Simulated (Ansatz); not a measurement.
# AlBFH5O: the cost of one run

All numbers below are computed with Ansatz 0.2.0 (RKS PBE/6-31G*).

## Step 1: The system as given

Bond lengths: B1–F2 1.670 Å, B1–H3 1.190 Å, B1–H4 1.190 Å, B1–O5 1.710 Å, O5–Al6 1.780 Å, Al6–H7 1.560 Å, Al6–H8 1.560 Å, F2–H9 1.041 Å, O5–H9 1.132 Å. Angles: B1–F2–H9 80.7°, F2–B1–H3 120.0°, F2–B1–H4 120.0°, F2–B1–O5 71.6°, H3–B1–H4 120.0°, H3–B1–O5 97.0°, H4–B1–O5 101.2°, B1–O5–Al6 125.0°, B1–O5–H9 76.7°, Al6–O5–H9 140.3°, O5–Al6–H7 120.0°, O5–Al6–H8 120.0°, H7–Al6–H8 120.0°, F2–H9–O5 131.0°.

Structure file:

```xyz
9

B     0.0000    0.0000    0.0000
F     0.0000    0.0000    1.6700
H     1.0305    0.0000   -0.5950
H    -1.0305    0.0000   -0.5950
O     0.0715   -1.6212    0.5392
Al   -0.7444   -2.9950   -0.2453
H     0.0056   -4.3518   -0.4190
H    -2.2093   -2.8421   -0.7592
H     0.0453   -1.0266    1.5024
```

## Step 2: A restrained relaxation towards end A

Springs on the bonds that form and break draw the guess towards this end; the thresholds are loose.

File input.yaml:

```yaml
crystal:
  periodic: [false, false, false]
  atoms:
    - { symbol: B, position_ang: [0.0, 0.0, 0.0] }
    - { symbol: F, position_ang: [0.0, 0.0, 1.67] }
    - { symbol: H, position_ang: [1.0305, 0.0, -0.595] }
    - { symbol: H, position_ang: [-1.0305, 0.0, -0.595] }
    - { symbol: O, position_ang: [0.0715, -1.6212, 0.5392] }
    - { symbol: Al, position_ang: [-0.7444, -2.995, -0.2453] }
    - { symbol: H, position_ang: [0.0056, -4.3518, -0.419] }
    - { symbol: H, position_ang: [-2.2093, -2.8421, -0.7592] }
    - { symbol: H, position_ang: [0.0453, -1.0266, 1.5024] }
basis:
  gaussian: { orbitals: "6-31G*" }
hamiltonian:
  xc: pbe
relax:
  f_tol: 0.15
  max_steps: 25
  restrain:
    - { distance: [0, 4], at: 2.61, k: 30.0 }
    - { distance: [8, 1], at: 2.12, k: 30.0 }
    - { distance: [0, 1], at: 1.32, k: 30.0 }
    - { distance: [8, 4], at: 1.01, k: 30.0 }
```

The run is started by

```bash
ansatz run input.yaml --threads 1 --pin off --max-ram 2048MiB --backend cpu --events-out ev --progress --plain --runs-dir out
```

What time and memory should one allow on 1 thread of AMD EPYC 9R45 (Zen 5), shared host?

About 20 s, with a peak of 0.18 GiB.
